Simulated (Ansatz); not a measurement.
# CH7AsSSi: the cost of one run

Program: Ansatz 0.2.0. Level of theory: RKS r2SCAN/def2-SVP. These are calculated values, not measurements.

## Step 1: The starting structure

Bond lengths: Si1–As2 2.277 Å, As2–C3 1.963 Å, C3–S4 1.822 Å, Si1–H5 1.506 Å, Si1–H6 1.457 Å, Si1–H7 1.508 Å, As2–H8 1.524 Å, C3–H9 1.152 Å, C3–H10 1.062 Å, S4–H11 1.388 Å. Angles (14 of 16 angles, heavy atoms first): Si1–As2–C3 91.8°, As2–C3–S4 110.9°, Si1–As2–H8 93.1°, C3–As2–H8 91.1°, As2–Si1–H5 110.9°, As2–Si1–H6 113.3°, As2–Si1–H7 109.8°, As2–C3–H9 106.8°, As2–C3–H10 111.3°, S4–C3–H9 105.5°, S4–C3–H10 111.0°, C3–S4–H11 95.0°, H5–Si1–H6 109.4°, H5–Si1–H7 106.5°.

As a file:

```xyz
11

Si   -0.5878    1.7851    0.0528
As   -0.4887   -0.2460    1.0772
C     0.6107   -0.9913   -0.3687
S     0.9154   -2.7685   -0.1041
H    -0.9879    1.6401   -1.3922
H     0.6588    2.5349    0.1363
H    -1.6465    2.6364    0.7082
H    -1.7634   -0.7398    0.4026
H     1.6439   -0.4873   -0.2962
H     0.1683   -0.8184   -1.3180
H     1.5426   -2.6023    1.1228
```

## Step 2: Relaxing end A

Input file input.yaml:

```yaml
crystal:
  periodic: [false, false, false]
  atoms:
    - { symbol: Si, position_ang: [-0.5878, 1.7851, 0.0528] }
    - { symbol: As, position_ang: [-0.4887, -0.246, 1.0772] }
    - { symbol: C, position_ang: [0.6107, -0.9913, -0.3687] }
    - { symbol: S, position_ang: [0.9154, -2.7685, -0.1041] }
    - { symbol: H, position_ang: [-0.9879, 1.6401, -1.3922] }
    - { symbol: H, position_ang: [0.6588, 2.5349, 0.1363] }
    - { symbol: H, position_ang: [-1.6465, 2.6364, 0.7082] }
    - { symbol: H, position_ang: [-1.7634, -0.7398, 0.4026] }
    - { symbol: H, position_ang: [1.6439, -0.4873, -0.2962] }
    - { symbol: H, position_ang: [0.1683, -0.8184, -1.318] }
    - { symbol: H, position_ang: [1.5426, -2.6023, 1.1228] }
basis:
  gaussian: { orbitals: def2-SVP }
hamiltonian:
  xc: r2scan
relax:
  f_tol: 0.015
  max_steps: 40
output:
  orbitals: {}
```

Launch:

```bash
> ansatz run input.yaml --threads 2 --pin off --max-ram 3072MiB --backend cpu --events-out ev --progress --plain --runs-dir out
```

Q: Estimate wall time and peak memory on 2 threads of Arm Neoverse V2, shared host.

About 41 s, with a peak of 0.19 GiB.
